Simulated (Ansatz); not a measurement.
# CH4GeOS: up Jacob's ladder to CCSD(T)

One table from this session's results is given with a row withheld; the runs are named, their logs left out.

Computed with Ansatz 0.2.0, Gaussian basis. Level: functionals in def2-TZVPP, the program's frozen cores in correlated methods.

Levels to be run: LDA (SPW92), PBE-D4, revPBE-D4, BLYP-D4, r2SCAN-D4, B97M-V, PBE0-D4, B3LYP-D4, r2SCANh-D4, r2SCAN0-D4, HSE06-D4, BHLYP-D4, CAM-B3LYP-D4, LC-ωPBE, ωB97X-V, ωB97M-V, B2PLYP, PBE-QIDH; CCSD(T)/def2-SVP; CCSD(T)/def2-TZVPP; MP2/def2-QZVPP; extrapolation to the limit; RPA on PBE.

**Structure used throughout**

An earlier PBE0-D4 in a triple-zeta def2 set relaxation fixed the geometry.

8 atoms, charge 0, spin multiplicity 1.

Atoms are counted from 1 here; the program's logs count them from 0.

Bond lengths: O1–C2 1.197 Å, C2–S3 1.789 Å, C2–Ge4 2.008 Å, S3–H5 1.342 Å, Ge4–H6 1.533 Å, Ge4–H7 1.537 Å, Ge4–H8 1.532 Å. Angles: O1–C2–S3 120.1°, O1–C2–Ge4 120.7°, S3–C2–Ge4 119.3°, C2–S3–H5 96.1°, C2–Ge4–H6 107.1°, C2–Ge4–H7 110.4°, C2–Ge4–H8 107.2°, H6–Ge4–H7 110.4°, H6–Ge4–H8 110.7°, H7–Ge4–H8 110.9°.

Set-up of the first run:

Contents of in.yaml:

```yaml
crystal:
  periodic: [false, false, false]
  atoms:
    - {symbol: O, position_ang: [0.617593, -1.009884, 1.785904]}
    - {symbol: C, position_ang: [0.665656, -0.354650, 0.785630]}
    - {symbol: S, position_ang: [2.210225, 0.388338, 0.274134]}
    - {symbol: Ge, position_ang: [-0.981105, -0.059913, -0.325398]}
    - {symbol: H, position_ang: [1.730830, 0.960156, -0.841104]}
    - {symbol: H, position_ang: [-1.946107, 0.784496, 0.514215]}
    - {symbol: H, position_ang: [-0.623189, 0.672069, -1.628951]}
    - {symbol: H, position_ang: [-1.581802, -1.437714, -0.620327]}
basis:
  gaussian: {orbitals: def2-TZVPP}
hamiltonian: {xc: lda}
output: {orbitals: {seedname: orbitals}}
```

Launch:

```console
$ ansatz run in.yaml --threads 4 --pin off --events-out ev --progress --plain --max-ram 10444MiB
```

Among the steps run: LDA; PBE-D4 (GGA); revPBE-D4 (GGA); BLYP-D4 (GGA); r2SCAN-D4 (meta-GGA); B97M-V (meta-GGA); B3LYP-D4 (hybrid); r2SCANh-D4 (hybrid); r2SCAN0-D4 (hybrid); HSE06-D4 (hybrid); BHLYP-D4 (hybrid); CAM-B3LYP-D4 (range-separated); LC-ωPBE (range-separated); ωB97X-V (range-separated); ωB97M-V (range-separated); B2PLYP (double hybrid); PBE-QIDH (double hybrid).

One of the session's tables, all rows but one given; the rest of the session is left out.

It belongs to the step «Frontier levels by functional». 

| functional | HOMO (eV) | gap (eV) |
| --- | --- | --- |
| LDA (SPW92) | -6.16 | 3.60 |
| PBE-D4 | -5.99 | 3.65 |
| revPBE-D4 | -5.92 | 3.67 |
| BLYP-D4 | -5.87 | 3.68 |
| r2SCAN-D4 | -6.24 | 4.06 |
| B97M-V | -6.35 | 4.23 |
| PBE0-D4 | -7.29 | 5.96 |
| B3LYP-D4 | -7.08 | 5.52 |
| r2SCANh-D4 | -6.73 | 4.92 |
| r2SCAN0-D4 | -7.48 | 6.22 |
| HSE06-D4 | -6.90 | 5.18 |
| BHLYP-D4 | -8.52 | 8.34 |
| CAM-B3LYP-D4 | ? | ? |
| LC-ωPBE | -9.84 | 10.86 |
| ωB97X-V | -9.54 | 10.49 |
| ωB97M-V | -9.43 | 10.31 |

Estimate the missing values for CAM-B3LYP-D4.

**Answer.** HOMO (eV): -8.60; gap (eV): 8.46. In the column «HOMO (eV)» it lies between ωB97M-V (-9.43) and BHLYP-D4 (-8.52).
